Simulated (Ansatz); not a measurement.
# MnAs (P6_3/mmc): equation of state

The task here is to estimate one member of a computed series from the others.

The COD entry's cell or inner coordinates are ideal or old and differ from later refinements, so a difference from it is no clean test against experiment.

Program: Ansatz 0.2.0. Level of theory: DFT r²SCAN, scalar-relativistic, plane waves, PAW. These are calculated values, not measurements.

## The structure to begin with

The structure is hexagonal, space group P6_3/mmc (No. 194). The conventional cell has a = 3.748 Å, b = 3.748 Å, c = 5.716 Å, α = 90.00°, β = 90.00°, γ = 120.00°. Mn (site symmetry -3m) is surrounded by 6 As at 2.59 Å and 2 Mn at 2.86 Å. As (site symmetry -6m2) is surrounded by 6 Mn at 2.59 Å.

Structure file:

```cif
data_structure
_symmetry_space_group_name_H-M 'P 1'
_symmetry_Int_Tables_number 1
_cell_length_a 3.7481
_cell_length_b 3.7481
_cell_length_c 5.7163
_cell_angle_alpha 90.000
_cell_angle_beta 90.000
_cell_angle_gamma 120.000
_cell_volume 69.55
loop_
_atom_site_label
_atom_site_type_symbol
_atom_site_fract_x
_atom_site_fract_y
_atom_site_fract_z
_atom_site_occupancy
Mn1 Mn 0.00000 0.00000 0.00000 1
Mn2 Mn 0.00000 0.00000 0.50000 1
As1 As 0.33333 0.66667 0.25000 1
As2 As 0.66667 0.33333 0.75000 1
```

An earlier run at r²SCAN left this cell at 17.386 Å³/atom and -0.01 GPa (12×12×8 mesh).

Volume factors to run: 0.980, 1.020, 0.960, 1.040.

The first run:

File input.yaml:

```yaml
crystal:
  lattice:
    - [3.7229722242, 0.0, 0.0]
    - [-1.8614861121, 3.2241885238, 0.0]
    - [0.0, 0.0, 5.677897828]
  atoms:
    - { symbol: Mn, position: [0.0, 0.0, 0.0], spin: 4.11 }
    - { symbol: Mn, position: [0.0, 0.0, 0.5], spin: 4.11 }
    - { symbol: As, position: [0.3333333333, 0.6666666667, 0.25] }
    - { symbol: As, position: [0.6666666667, 0.3333333333, 0.75] }
basis:
  ecutwfc: 500
  ecutrho_ratio: 4
kpoints:
  mp_grid: { grid: [12, 12, 8] }
hamiltonian:
  xc: r2scan
scf:
  occupations: { method: gaussian, width: 0.05 }
output:
  forces: true
  stress: true
  eigenvalues: true
  populations: true
magnetization:
  spin_polarized: true
relax:
  f_tol: 0.01
  max_steps: 40
  cell: { stress_tol: 0.1, fix: [volume] }
```

On the command line:

```console
$ ansatz run input.yaml --threads 4 --pin off --max-ram 10240MiB --backend cpu --events-out ev --progress --plain --runs-dir out
```

Steps of the session up to this table: Scaling the volume by 0.980; Scaling the volume by 1.020; Volume × 0.960; Volume × 1.040.

One table of the session follows, with a row left open; its other results are not shown here.

It belongs to the step «Energy and pressure against volume». 

```
volume (Å³/atom)  energy (meV/atom)  pressure (GPa)  moment of atom 1 (μB)
          16.691               5.98            2.80                   3.60
          17.039                  ?               ?                      ?
          17.386               0.00           -0.01                   3.74
          17.734               1.36           -1.31                   3.79
          18.082               5.61           -2.51                   3.85
```

Q: Estimate the row for volume (Å³/atom) = 17.039 from the others.

Worked estimate for «energy (meV/atom)». A straight line through the neighbours (16.691, 5.98) and (17.386, 0.00) gives 5.98 + (0.00 − 5.98) × (17.039 − 16.691) / (17.386 − 16.691) = 2.99; a parabola fitted to 3 rows on both sides gives 1.54.

**Answer.** energy (meV/atom): 1.50; pressure (GPa): 1.37; moment of atom 1 (μB): 3.67. In «energy (meV/atom)» the line misses by +1.49 and the parabola by +0.04.

To keep in mind: Warnings in the runs' records: stability check not made.
